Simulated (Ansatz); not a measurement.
# Li2Be: the cost of one run

Computed with Ansatz 0.2.0 (DFT PBE, scalar-relativistic, plane waves, PAW, unless a step's input says otherwise).

### 1 The system as given

The structure is hexagonal, space group P6/mmm (No. 191). The conventional cell has a = 3.172 Å, b = 3.172 Å, c = 3.425 Å, α = 90.00°, β = 90.00°, γ = 120.00°. Li (site symmetry -6m2) is surrounded by 3 Li at 1.83 Å. Around Be (site symmetry 6/mmm) lie 12 Li at 2.51 Å.

Coordinates:

```xyz
3
Lattice="3.1717 0.0000 0.0000 -1.5859 2.7468 0.0000 0.0000 0.0000 3.4246" Properties=species:S:1:pos:R:3 pbc="T T T"
Li    0.0000    1.8312    1.7123
Li    1.5859    0.9156    1.7123
Be    0.0000    0.0000    0.0000
```

(A quick probe on a coarse mesh, which set the mesh and smearing, is not shown.)

### 3 Rough relaxation on the coarse mesh

File input.yaml:

```yaml
crystal:
  lattice:
    - [3.1717309419, 0.0, 0.0]
    - [-1.5858654709, 2.7467995696, 0.0]
    - [0.0, 0.0, 3.4246264322]
  atoms:
    - { symbol: Li, position: [0.3333333333, 0.6666666667, 0.5] }
    - { symbol: Li, position: [0.6666666667, 0.3333333333, 0.5] }
    - { symbol: Be, position: [0.0, 0.0, 0.0] }
basis:
  ecutwfc: 420
kpoints:
  mp_grid: { grid: [6, 6, 6] }
hamiltonian:
  xc: pbe
scf:
  occupations: { method: gaussian, width: 0.1 }
  lower_state_search: "off"
output:
  forces: true
  stress: true
  eigenvalues: true
relax:
  adjacent_minimum: "off"
  f_tol: 0.04
  max_steps: 70
  cell: { stress_tol: 0.4 }
```

On the command line:

```sh
$ ansatz run input.yaml --threads 1 --pin off --max-ram 2560MiB --backend cpu --events-out ev --progress --plain --runs-dir out
```

**Question.** How long does this run take on 1 thread of Arm Neoverse V2, shared host, and how much memory does it need?

About 8 s, with a peak of 0.28 GiB.
